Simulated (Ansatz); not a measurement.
# Au: the cost of one run

Method: DFT PBEsol, scalar-relativistic, plane waves, PAW, in Ansatz 0.2.0.

### 1 The system as given

Symmetry: P6_3/mmc, No. 194, hexagonal system. The conventional cell has a = 2.865 Å, b = 2.865 Å, c = 4.791 Å, α = 90.00°, β = 90.00°, γ = 120.00°. Around Au (site symmetry -6m2) lie 12 Au at 2.87 to 2.91 Å.

Structure file:

```
CELL_PARAMETERS angstrom
2.86519 0.00000 0.00000
-1.43260 2.48133 0.00000
0.00000 0.00000 4.79058
ATOMIC_POSITIONS crystal
Au 0.33333 0.66667 0.75000
Au 0.66667 0.33333 0.25000
```

It is the result of an earlier relaxation at this level (volume 17.03 Å³/atom; gap on the mesh: none (metal)).

### 2 The reference cell

Reference values: F = -26014.1720 eV; pressure 0.11 GPa; largest force 0.000 eV/Å; gap on the mesh none (metal). It was computed beforehand with the settings of the runs below.

### 3 Breaking the symmetry

All atoms moved at random, sigma 0.1 Å a component. Displacements in the unstrained cell, with the mean shift removed:

```csv
atom,ux (Å),uy (Å),uz (Å)
Au1,0.018,0.005,0.102
Au2,-0.018,-0.005,-0.102
```

### 4 The disturbed cell, one point

input.yaml reads:

```yaml
crystal:
  lattice:
    - [2.865190121, 0.0, 0.0]
    - [-1.4325950605, 2.4813274315, 0.0]
    - [0.0, 0.0, 4.7905780137]
  atoms:
    - { symbol: Au, position: [0.3403871135, 0.6685452057, 0.7712586568] }
    - { symbol: Au, position: [0.6596128865, 0.3314547943, 0.2287413432] }
basis:
  ecutwfc: 420
kpoints:
  mp_grid: { grid: [12, 12, 8] }
hamiltonian:
  xc: pbesol
scf:
  occupations: { method: gaussian, width: 0.15 }
output:
  forces: true
  stress: true
  eigenvalues: true
```

On the command line:

```bash
> ansatz run input.yaml --threads 2 --pin off --max-ram 5120MiB --backend cpu --events-out ev --progress --plain --runs-dir out
```

**Question.** How long does this run take on 2 threads of Intel Xeon Platinum 8488C (Sapphire Rapids), shared host, and how much memory does it need?

About 4.5 s, with a peak of 0.64 GiB.
